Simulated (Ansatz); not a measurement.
MgB:

```xyz
2
Lattice="2.8952 0.0000 0.0000 0.0000 2.8952 0.0000 0.0000 0.0000 2.8952" Properties=species:S:1:pos:R:3 pbc="T T T"
Mg    0.0000    0.0000    0.0000
B     1.4476    1.4476    1.4476
```

The cell was built by a generator and needn't be a form met in nature.

```yaml
Program: Ansatz 0.2.0
Task: relaxation of cell and atoms
Functional: BLYP
Dispersion: D4
Potentials_or_basis: Ansatz PAW
Cutoff: "420 eV (not typed: the program's choice for these potentials)"
k_mesh: 9 × 9 × 9
Occupations: fermi-dirac, width 0.05 eV
Spin: no spin polarisation
```

At the start: volume 12.13 Å³/atom.

Problem. How do energy, volume and symmetry change on relaxing?

Solution. It ends after 4 steps and the volume is 11.69 Å³/atom (-3.7 %); space group Pm-3m (No. 221, to 0.05 Å).

The path:
| step | energy change (eV) | largest force (eV/Å) | volume (Å³) |
| --- | --- | --- | --- |
| 1 | 0.0000 | 0.0000 | 24.27 |
| 2 | -0.0078 | 0.0000 | 23.63 |
| 3 | -0.0087 | 0.0000 | 23.37 |
| 4 | -0.0082 | 0.0000 | 23.37 |

Final structure:
```yaml
crystal:
  lattice:
    - [2.85918, 0.00000, 0.00000]
    - [0.00000, 2.85918, 0.00000]
    - [0.00000, 0.00000, 2.85918]
  atoms:
    - { symbol: Mg, position: [0.00000, 0.00000, 0.00000] }
    - { symbol: B, position: [0.50000, 0.50000, 0.50000] }
```

Caveat: the plane-wave basis is chosen anew once the cell has moved, so the energies of steps on either side of that aren't comparable; pairwise dispersion overbinds metals, which lowers pressure and volume; the PAW data sets come from PBE, with cores solved anew for the run's functional, which leaves a small shift of forces and pressure.
